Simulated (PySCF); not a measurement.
# Cl3GdH2O (Gd(Cl)3(H2O)): the cost of one run

Program: PySCF 2.14.0. Level of theory: several levels, as the steps say, no spin–orbit coupling. These are calculated values, not measurements.

1 further run of the same task is left out (for a known fault of the program).

### Step 1. Where the work starts

7 atoms, charge 0, spin multiplicity 1.

Bond lengths: Gd1–Cl2 2.516 Å, Gd1–Cl3 2.508 Å, Gd1–Cl4 2.516 Å, Gd1–O5 2.394 Å, O5–H6 0.967 Å, O5–H7 0.967 Å. Angles: Cl2–Gd1–Cl3 117.8°, Cl2–Gd1–Cl4 120.6°, Cl2–Gd1–O5 93.2°, Cl3–Gd1–Cl4 117.8°, Cl3–Gd1–O5 103.2°, Cl4–Gd1–O5 93.2°, Gd1–O5–H6 125.3°, Gd1–O5–H7 125.3°, H6–O5–H7 107.5°.

As a file:

```xyz
7
charge 0, multiplicity 1
Gd   -0.0278   -0.0532    0.0532
Cl    1.0784    1.8972    1.1940
Cl   -1.7374   -1.3505    1.3505
Cl    1.0784   -1.1940   -1.8972
O    -1.3614    1.3528   -1.3528
H    -1.5704    2.2802   -1.1782
H    -1.5704    1.1782   -2.2802
```

Formal oxidation states: Gd +3. Each metal's 7 4f electrons lie in its core potential, so multiplicities, spins and levels count the valence alone. An earlier session relaxed this geometry at PBE0, Gd lcecp-1-SVP with ECP53, Cl def2-SVP, O def2-SVP, H def2-SVP (singlet, point group Cs).

At PBE0 on the finer grid: E = -1492.208698 Eh, HOMO -8.42 eV, LUMO -1.45 eV, Mulliken charge on Gd1 +0.88 e, largest force component 0.012 eV/Å. 

Levels to run: TPSSh; BLYP; PBE0, TZVP. Hardware: 2 threads of Intel Xeon Platinum 8259CL at 2.50GHz (Skylake/Cascade Lake), shared host.

### Step 2. TPSSh

File run.py (the lines that set the calculation):

```python
mol = gto.M(atom='''
Gd    -0.02775    -0.05321     0.05321
Cl     1.07843     1.89717     1.19396
Cl    -1.73737    -1.35054     1.35054
Cl     1.07843    -1.19396    -1.89717
O     -1.36136     1.35278    -1.35278
H     -1.57043     2.28018    -1.17816
H     -1.57043     1.17816    -2.28018''',
    basis={'Gd': 'lcecp-1-SVP', 'Cl': 'def2-SVP', 'O': 'def2-SVP', 'H': 'def2-SVP'},
    ecp={'Gd': 'lcecp-1-SVP'},
    charge=0, spin=0)
mf = dft.RKS(mol, xc='TPSSH')
mf.grids.atom_grid = (75, 302)  # f atoms: unpruned, at least (60, 302)
mf = mf.density_fit()  # fitting sets: Gd AutoAux, Cl def2-universal-JKFIT, O def2-universal-JKFIT, H def2-universal-JKFIT
mf.conv_tol = 1e-08; mf.max_cycle = 55
mf.kernel(dm0)  # dm0: the density of the relaxed state
```

Command:

```sh
> OMP_NUM_THREADS=2 python run.py
```

**Question.** How long does this run take on 2 threads of Intel Xeon Platinum 8259CL at 2.50GHz (Skylake/Cascade Lake), shared host?

About 12 s.
